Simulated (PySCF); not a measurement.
# C10H13B: excited states, first hyperpolarisability

Wanted: excited states, first hyperpolarisability for C10H13B (`CB(C)C1=C[C@H]2C=C[C@@H]1C=C2`).

Computed with PySCF 2.14.0 and routines of our own; the level stands in each step. Atoms count from 0.

## Step 1: The starting structure

24 atoms, charge 0, multiplicity 1; geometry from: GFN2-xTB.

## Step 2: Relaxing the molecule at PBE0-D3(BJ)/def2-SVP

The job: settings as JSON, then the geometry in Å.

```
{"job": {"xc": "PBE0", "basis": "def2-SVP", "d3": "d3bj", "grid": 2, "kind": "geom"}, "charge": 0, "multiplicity": 1}
C      2.410102    -0.114666     1.673450
B      1.720657     0.118735     0.268480
C      2.582967     0.481769    -1.005344
C      0.183819    -0.014396     0.158394
C     -0.654667    -0.315649     1.157766
C     -2.118322    -0.385971     0.790432
C     -2.178712    -1.387554    -0.344369
C     -1.380032    -1.085228    -1.353190
C     -0.592339     0.188507    -1.148414
C     -1.619183     1.256256    -0.847531
C     -2.418339     0.959580     0.162614
H      2.024596     0.581364     2.417237
H      2.192583    -1.111556     2.054409
H      3.491287    -0.002867     1.652976
H      2.271767     1.436057    -1.430176
H      3.649695     0.548097    -0.806020
H      2.445190    -0.257814    -1.794060
H     -0.358511    -0.504318     2.174226
H     -2.768730    -0.633140     1.627150
H     -2.822270    -2.245385    -0.272326
H     -1.258683    -1.656531    -2.255910
H      0.046378     0.435792    -1.991456
H     -1.648984     2.157729    -1.432799
H     -3.212006     1.570952     0.552019
```

Command:

```sh
OMP_NUM_THREADS=1 python excited_run.py task.json out
```

One launch serves the whole session: the jobs run in the order shown.

Standard output:

```text
step   0  E = -412.90262553  max force = 0.011470
step   1  E = -412.90606306  max force = 0.001992
step   2  E = -412.90609899  max force = 0.000669
step   3  E = -412.90610145  max force = 0.000612
step   4  E = -412.90610311  max force = 0.000123
optimisation converged
```

It took 1.7 min on 1 thread of Intel Xeon 6975P-C, shared host; peak memory 1 GiB.

Relaxation path:

```
step  energy from step 0 (eV)  largest force component (eV/Å)
   0                   0.0000                          0.5898
   1                  -0.0935                          0.1024
   2                  -0.0945                          0.0344
   3                  -0.0946                          0.0315
   4                  -0.0946                          0.0063
```

Distances of close pairs at the start and the end, largest changes first:

| bond | before (Å) | after (Å) | change (Å) |
| --- | --- | --- | --- |
| C4–H17 | 1.075 | 1.093 | +0.017 |
| C6–H19 | 1.075 | 1.091 | +0.016 |
| C10–H23 | 1.075 | 1.091 | +0.016 |
| C7–H20 | 1.075 | 1.091 | +0.016 |
| C9–H22 | 1.075 | 1.091 | +0.016 |
| C7–C8 | 1.512 | 1.527 | +0.016 |
| C8–C9 | 1.512 | 1.527 | +0.016 |
| C5–C6 | 1.515 | 1.530 | +0.016 |

The next job starts from the end point, and lists it.

| at the end point | value |
| --- | --- |
| point group (found at 0.08 Å tolerance) | Cs |
| rotational constants (GHz, main isotopes) | 2.060, 0.851, 0.769 |
| dipole moment (D) | 0.72 |

## Step 3: Excited states: TDA CAM-B3LYP/def2-SVPD

The job: settings as JSON, then the geometry in Å.

```
{"job": {"kind": "states", "xc": "CAM-B3LYP", "basis": "def2-SVPD", "tda": true, "soc": true, "nstates": 6, "ntriplets": 5, "nquad": 4}, "charge": 0, "multiplicity": 1}
C      2.595161    -0.198745     1.713842
B      1.920106     0.034125     0.303341
C      2.776202     0.396183    -0.970586
C      0.376194    -0.094528     0.161658
C     -0.467359    -0.398276     1.165572
C     -1.941026    -0.466577     0.781054
C     -2.004918    -1.486541    -0.358091
C     -1.202451    -1.178580    -1.374806
C     -0.410853     0.108789    -1.153215
C     -1.446124     1.193437    -0.862042
C     -2.249664     0.896265     0.157033
H      2.188329     0.505920     2.459732
H      2.358144    -1.206104     2.097673
H      3.689191    -0.088295     1.705956
H      2.431645     1.354119    -1.400925
H      3.858295     0.469493    -0.791637
H      2.607796    -0.351902    -1.766585
H     -0.155031    -0.588737     2.195107
H     -2.597614    -0.715954     1.622591
H     -2.651008    -2.363389    -0.296010
H     -1.088984    -1.763409    -2.289076
H      0.236659     0.358537    -2.000899
H     -1.486992     2.110840    -1.451528
H     -3.050643     1.527158     0.545052
```

Method: TDA CAM-B3LYP/def2-SVPD excited states, vertical, gas phase, spin-orbit mean-field couplings.

Standard output:

```text
coarse grid: 20008 points
cycle   1  E = -412.9942363800  dE =  1.810e+00  |g| = 4.625e-01  |ddm| = 1.708e+01
cycle   2  E = -413.0185676896  dE = -2.433e-02  |g| = 3.914e-01  |ddm| = 2.966e+00
cycle   3  E = -413.0570155426  dE = -3.845e-02  |g| = 8.712e-02  |ddm| = 1.491e+00
cycle   4  E = -413.0581670561  dE = -1.152e-03  |g| = 6.112e-02  |ddm| = 4.706e-01
cycle   5  E = -413.0591196088  dE = -9.526e-04  |g| = 7.467e-03  |ddm| = 2.640e-01
cycle   6  E = -413.0591326410  dE = -1.303e-05  |g| = 3.431e-03  |ddm| = 4.057e-02
cycle   7  E = -413.0591361548  dE = -3.514e-06  |g| = 7.565e-04  |ddm| = 1.067e-02
final grid: 193128 points
cycle   8  E = -413.1484177768  dE = -7.795e-05  |g| = 4.969e-03  |ddm| = 3.861e-01
cycle   9  E = -413.1484190726  dE = -1.296e-06  |g| = 4.729e-03  |ddm| = 5.661e-02
cycle  10  E = -413.1484245470  dE = -5.474e-06  |g| = 4.020e-04  |ddm| = 1.891e-02
cycle  11  E = -413.1484245745  dE = -2.750e-08  |g| = 3.044e-04  |ddm| = 2.786e-03
cycle  12  E = -413.1484245973  dE = -2.284e-08  |g| = 3.604e-05  |ddm| = 1.014e-03
cycle  13  E = -413.1484245978  dE = -4.910e-10  |g| = 2.301e-05  |ddm| = 2.211e-04
converged SCF energy = -413.1484245978

Singlet excitations
state   eV       nm        f     d(h-e)  d(exc)  Lambda  PR(NTO)  |dmu|/D   mu/D   main configurations
  1   4.4774   276.9   0.04864   1.581   3.293   0.604   1.040    5.264    5.823   H->L 0.96
  2   5.2909   234.3   0.00012   1.031   3.121   0.433   1.089    3.474    4.026   H-1->L 0.87
  3   5.3546   231.5   0.00004   0.561   3.049   0.678   1.089    2.092    1.658   H->L+1 0.93
  4   5.8017   213.7   0.00160   0.474   2.782   0.529   1.039    1.282    0.987   H-3->L 0.91
  5   5.9123   209.7   0.06727   0.774   2.972   0.721   1.594                     H-2->L 0.75, H-1->L+1 0.19
  6   6.0564   204.7   0.00220   0.273   2.947   0.490   1.213                     H-4->L 0.82

Triplet excitations (Tamm-Dancoff)
state   eV     d(h-e)  d(exc)  Lambda  PR(NTO)   main configurations
  1   2.9859   0.497   2.577   0.622   1.054   H->L 0.72, H-2->L 0.19
  2   3.6423   0.096   2.347   0.632   1.369   H->L+1 0.71
  3   4.0808   0.118   2.177   0.653   2.476   H-1->L+1 0.29, H->L+4 0.23, H-2->L 0.20
  4   5.1070   0.622   3.020   0.447   1.150   H-1->L 0.73, H-4->L 0.11
  5   5.3170   1.563   3.310   0.691   1.656   H-2->L 0.51, H->L 0.21, H-1->L+1 0.20
S1 - T1 = 1.4915 eV

Spin-orbit couplings |<S|Hso|T>| (cm-1)
             T1       T2       T3       T4       T5
S0        1.260    1.640    0.709    0.351    0.197
S1        0.006    4.562    0.141    0.961    0.064
S2        3.449    0.159    1.845    0.567    8.940
S3        4.877    0.024    1.756    0.052    0.704
S4        0.568    0.241    0.450    5.536    0.686
S5        0.016    5.387    0.072    9.086    0.046
S6        1.977    0.259    1.030    1.289    4.268
T1 sublevels (cm-1): 0.000 0.000 0.002   radiative rates (1/s): 0.00134 0.0898 0.00677
```

It took 2.5 min on 1 thread of Intel Xeon 6975P-C, shared host; peak memory 1.6 GiB.

Key values:

```
  quantity    value
S1 less T1  1.49 eV
```

The fields below are evaluated on a grid from the run's orbitals.

Frontier orbitals at CAM-B3LYP/def2-SVPD, with the share of their density that lies nearest to each atom:

```
orbital  energy (eV)                             lies on
   HOMO        -7.51  5 C atoms about 15 % each; C4 12 %
   LUMO        -0.24           B1 29 %; C4 23 %; C3 12 %
```

ELF in a plane through or near 12 of the atoms.

Values, 10 rows by 14 columns:
```
0.00 0.00 0.00 0.00 0.00 0.00 0.00 0.00 0.00 0.00 0.00 0.00 0.00 0.00
0.00 0.00 0.00 0.00 0.01 0.00 0.00 0.03 0.00 0.00 0.00 0.00 0.00 0.00
0.00 0.00 0.04 0.09 0.23 0.07 0.34 0.99 0.07 0.56 0.98 0.08 0.00 0.00
0.00 0.01 0.97 0.92 0.25 0.29 0.19 0.95 0.61 0.90 0.98 0.15 0.00 0.00
0.00 0.01 0.96 0.94 0.83 0.63 0.50 0.77 0.80 0.19 0.30 0.01 0.00 0.00
0.00 0.00 0.02 0.12 0.66 0.27 0.85 0.80 0.16 0.06 0.06 0.01 0.00 0.00
0.00 0.01 0.99 1.00 0.60 0.49 0.05 0.37 0.42 0.11 0.05 0.00 0.00 0.00
0.00 0.00 0.52 0.52 0.50 0.30 0.25 1.00 0.35 0.03 0.00 0.00 0.00 0.00
0.00 0.00 0.00 0.03 0.06 0.04 0.01 0.66 0.02 0.00 0.00 0.00 0.00 0.00
0.00 0.00 0.00 0.00 0.00 0.00 0.00 0.00 0.00 0.00 0.00 0.00 0.00 0.00
```
The map spans 12.6 Å across and 9.7 Å up, centred on the molecule. Atoms in the plane (x, y in Å): C0 (-2.6, 1.4), B1 (-1.8, 0.1), C2 (-2.5, -1.3), C3 (-0.2, 0.1), C4 (0.5, 1.3), C5 (2.0, 1.1), C8 (0.7, -1.1), H13 (-3.7, 1.3), H15 (-3.6, -1.3), H17 (0.1, 2.3), H18 (2.6, 2.0), H21 (0.2, -2.1).

On the surface of density 0.002 e/bohr³ the electrostatic potential runs, from the 1st to the 99th percentile, from -0.82 V near C9 to 0.79 V near H17.

## Step 4: Excited states: TDDFT CAM-B3LYP/def2-SVPD

Settings changed since step 3:

```diff
@@ -1,2 +1,2 @@
-{"job": {"kind": "states", "xc": "CAM-B3LYP", "basis": "def2-SVPD", "tda": true, "soc": true, "nstates": 6, "ntriplets": 5, "nquad": 4}, "charge": 0, "multiplicity": 1}
+{"job": {"kind": "states", "xc": "CAM-B3LYP", "basis": "def2-SVPD", "tpa": true, "nstates": 8, "nquad": 6, "ntriplets": 0}, "charge": 0, "multiplicity": 1}
 C      2.595161    -0.198745     1.713842
```

With the program's defaults for keys left out, this is: TDDFT CAM-B3LYP/def2-SVPD excited states, vertical, gas phase, two-photon moments by quadratic response.

Standard output:

```text
coarse grid: 20008 points
cycle   1  E = -412.9942363800  dE =  1.810e+00  |g| = 4.625e-01  |ddm| = 1.708e+01
cycle   2  E = -413.0185676896  dE = -2.433e-02  |g| = 3.914e-01  |ddm| = 2.966e+00
cycle   3  E = -413.0570155426  dE = -3.845e-02  |g| = 8.712e-02  |ddm| = 1.491e+00
cycle   4  E = -413.0581670561  dE = -1.152e-03  |g| = 6.112e-02  |ddm| = 4.706e-01
cycle   5  E = -413.0591196088  dE = -9.526e-04  |g| = 7.467e-03  |ddm| = 2.640e-01
cycle   6  E = -413.0591326410  dE = -1.303e-05  |g| = 3.431e-03  |ddm| = 4.057e-02
cycle   7  E = -413.0591361548  dE = -3.514e-06  |g| = 7.565e-04  |ddm| = 1.067e-02
final grid: 193128 points
cycle   8  E = -413.1484177768  dE = -7.795e-05  |g| = 4.969e-03  |ddm| = 3.861e-01
cycle   9  E = -413.1484190726  dE = -1.296e-06  |g| = 4.729e-03  |ddm| = 5.661e-02
cycle  10  E = -413.1484245470  dE = -5.474e-06  |g| = 4.020e-04  |ddm| = 1.891e-02
cycle  11  E = -413.1484245745  dE = -2.750e-08  |g| = 3.044e-04  |ddm| = 2.786e-03
cycle  12  E = -413.1484245973  dE = -2.284e-08  |g| = 3.604e-05  |ddm| = 1.014e-03
cycle  13  E = -413.1484245978  dE = -4.920e-10  |g| = 2.301e-05  |ddm| = 2.211e-04
converged SCF energy = -413.1484245978

Singlet excitations
state   eV       nm        f     d(h-e)  d(exc)  Lambda  PR(NTO)  |dmu|/D   mu/D   delta(TPA)   sigma/GM   main configurations
  1   4.3275   286.5   0.04367   1.475   3.237   0.602   1.063    4.773    5.337      191.87      1.316   H->L 0.97
  2   5.1835   239.2   0.00000   0.351   2.957   0.653   1.310    1.329    0.949        0.69      0.007   H->L+1 0.85, H-1->L 0.10
  3   5.2864   234.5   0.00010   0.872   3.166   0.454   1.287    2.912    3.471       18.25      0.187   H-1->L 0.79, H->L+1 0.10
  4   5.7724   214.8   0.00143   0.471   2.782   0.528   1.044    1.274    0.983        0.24      0.003   H-3->L 0.91
  5   5.8048   213.6   0.05682   0.971   3.040   0.717   1.505    3.243    3.842       16.96      0.209   H-2->L 0.82, H-1->L+1 0.14
  6   6.0328   205.5   0.00169   0.294   2.931   0.492   1.192    0.953    0.252        8.39      0.112   H-4->L 0.82
  7   6.0955   203.4   0.00049   0.657   4.197   0.269   1.089                                            H->L+2 0.76, H->L+3 0.16
  8   6.4479   192.3   0.00002   1.106   3.009   0.523   1.063                                            H-2->L+1 0.93
```

It took 2.5 min on 1 thread of Intel Xeon 6975P-C, shared host; peak memory 1.6 GiB.

## Step 5: First hyperpolarisability: quadratic response CAM-B3LYP/def2-SVPD

Settings changed since step 4:

```diff
@@ -1,2 +1,2 @@
-{"job": {"kind": "states", "xc": "CAM-B3LYP", "basis": "def2-SVPD", "tpa": true, "nstates": 8, "nquad": 6, "ntriplets": 0}, "charge": 0, "multiplicity": 1}
+{"job": {"kind": "beta", "xc": "CAM-B3LYP", "basis": "def2-SVPD"}, "charge": 0, "multiplicity": 1}
 C      2.595161    -0.198745     1.713842
```

With the program's defaults for keys left out, this is: quadratic response CAM-B3LYP/def2-SVPD first hyperpolarisability, Taylor convention, gas phase.

Standard output:

```text
coarse grid: 20008 points
cycle   1  E = -412.9942363800  dE =  1.810e+00  |g| = 4.625e-01  |ddm| = 1.708e+01
cycle   2  E = -413.0185676896  dE = -2.433e-02  |g| = 3.914e-01  |ddm| = 2.966e+00
cycle   3  E = -413.0570155426  dE = -3.845e-02  |g| = 8.712e-02  |ddm| = 1.491e+00
cycle   4  E = -413.0581670561  dE = -1.152e-03  |g| = 6.112e-02  |ddm| = 4.706e-01
cycle   5  E = -413.0591196088  dE = -9.526e-04  |g| = 7.467e-03  |ddm| = 2.640e-01
cycle   6  E = -413.0591326410  dE = -1.303e-05  |g| = 3.431e-03  |ddm| = 4.057e-02
cycle   7  E = -413.0591361548  dE = -3.514e-06  |g| = 7.565e-04  |ddm| = 1.067e-02
final grid: 193128 points
cycle   8  E = -413.1484177768  dE = -7.795e-05  |g| = 4.969e-03  |ddm| = 3.861e-01
cycle   9  E = -413.1484190726  dE = -1.296e-06  |g| = 4.729e-03  |ddm| = 5.661e-02
cycle  10  E = -413.1484245470  dE = -5.474e-06  |g| = 4.020e-04  |ddm| = 1.891e-02
cycle  11  E = -413.1484245745  dE = -2.750e-08  |g| = 3.044e-04  |ddm| = 2.786e-03
cycle  12  E = -413.1484245973  dE = -2.285e-08  |g| = 3.604e-05  |ddm| = 1.014e-03
cycle  13  E = -413.1484245978  dE = -4.902e-10  |g| = 2.301e-05  |ddm| = 2.211e-04
converged SCF energy = -413.1484245978

Lowest singlets (eV, f): 4.3275 0.0437  5.1835 0.0000  5.2864 0.0001

First hyperpolarisability (au)
process     nm      |vector|   parallel      HRS      DR
static         -      322.22     183.73      143.1   4.071
shg       1907.0      355.71     202.64     157.08   4.133
eope      1907.0      332.77     189.68          -       -
shg       1064.0      456.02     259.12     198.82   4.274
eope      1064.0      358.29     204.09          -       -
```

Wall time 2.2 min (1 thread of Intel Xeon 6975P-C, shared host); peak memory 1.6 GiB.

## Step 6: What came out

| quantity | value |
| --- | --- |
| point group | Cs |
| rotational constants (main isotopes) | 2.06, 0.85, 0.77 GHz |
| S1 less T1 (step 3, TDA CAM-B3LYP/def2-SVPD) | 1.49 eV |
| surface potential, 1st and 99th percentile | -0.82 V and 0.79 V |
| β vector (step 5, quadratic response CAM-B3LYP/def2-SVPD) | static 322, SHG 1907.0 nm 356, SHG 1064.0 nm 456 au |

**Reading.** Relaxing lowered the energy by 0.095 eV in 4 steps; the close pair that moved most is C4–H17, from 1.075 to 1.093 Å. In step 3, the number of triplets below S1 is 3, and the largest singlet-triplet spin-orbit coupling is S5–T4, 9.09 cm⁻¹. β grows from 322 au (static) to 456 au for doubling at 1064.0 nm: normal dispersion, which grows as twice the photon energy moves toward the bright states.
